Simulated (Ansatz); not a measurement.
# MgPdC4N4: the cost of one run

Computed with Ansatz 0.2.0 (DFT PBE, scalar-relativistic, plane waves, PAW, unless a step's input says otherwise).

**1. The system as given**

The structure is cubic, space group P-43m (No. 215). Conventional cell: a = 5.981 Å, b = 5.981 Å, c = 5.981 Å, α = 90.00°, β = 90.00°, γ = 90.00°. Mg (site symmetry -43m) has 4 C at 1.98 Å as nearest neighbours. Pd (site symmetry -43m) has 4 N at 2.03 Å as nearest neighbours. C (site symmetry 3m) has 1 N at 1.17 Å as nearest neighbours. Around N (site symmetry 3m) lie 1 C at 1.17 Å.

As a file:

```
Mg Pd C N
1.0
     5.98135    0.00000    0.00000
     0.00000    5.98135    0.00000
     0.00000    0.00000    5.98135
Mg Pd C N
1 1 4 4
Cartesian
  0.0000 0.0000 0.0000
  2.9907 2.9907 2.9907
  1.1432 1.1432 1.1432
  1.1432 4.8382 4.8382
  4.8382 1.1432 4.8382
  4.8382 4.8382 1.1432
  1.8187 1.8187 1.8187
  1.8187 4.1627 4.1627
  4.1627 1.8187 4.1627
  4.1627 4.1627 1.8187
```

Recipe of the guess: two interpenetrating cyanide-bridged diamond nets (P-43m, No. 215). Its size is a rough estimate.

**2. Probe: one point on a coarse mesh**

Contents of input.yaml:

```yaml
crystal:
  lattice:
    - [5.98134879, 0.0, 0.0]
    - [0.0, 5.98134879, 0.0]
    - [0.0, 0.0, 5.98134879]
  atoms:
    - { symbol: Mg, position: [0.0, 0.0, 0.0] }
    - { symbol: Pd, position: [0.5, 0.5, 0.5] }
    - { symbol: C, position: [0.19111969, 0.19111969, 0.19111969] }
    - { symbol: C, position: [0.19111969, 0.80888031, 0.80888031] }
    - { symbol: C, position: [0.80888031, 0.19111969, 0.80888031] }
    - { symbol: C, position: [0.80888031, 0.80888031, 0.19111969] }
    - { symbol: "N", position: [0.30405405, 0.30405405, 0.30405405] }
    - { symbol: "N", position: [0.30405405, 0.69594595, 0.69594595] }
    - { symbol: "N", position: [0.69594595, 0.30405405, 0.69594595] }
    - { symbol: "N", position: [0.69594595, 0.69594595, 0.30405405] }
basis:
  ecutwfc: 420
kpoints:
  mp_grid: { grid: [4, 4, 4] }
hamiltonian:
  xc: pbe
scf:
  occupations: { method: gaussian, width: 0.1 }
  lower_state_search: "off"
output:
  forces: true
  stress: true
  eigenvalues: true
```

On the command line:

```sh
$ ansatz run input.yaml --threads 1 --pin off --max-ram 2560MiB --backend cpu --events-out ev --progress --plain --runs-dir out
```

Q: Estimate wall time and peak memory on 1 thread of AMD EPYC 7B13 (Zen 3), shared host.

About 6.4 s, with a peak of 0.46 GiB.
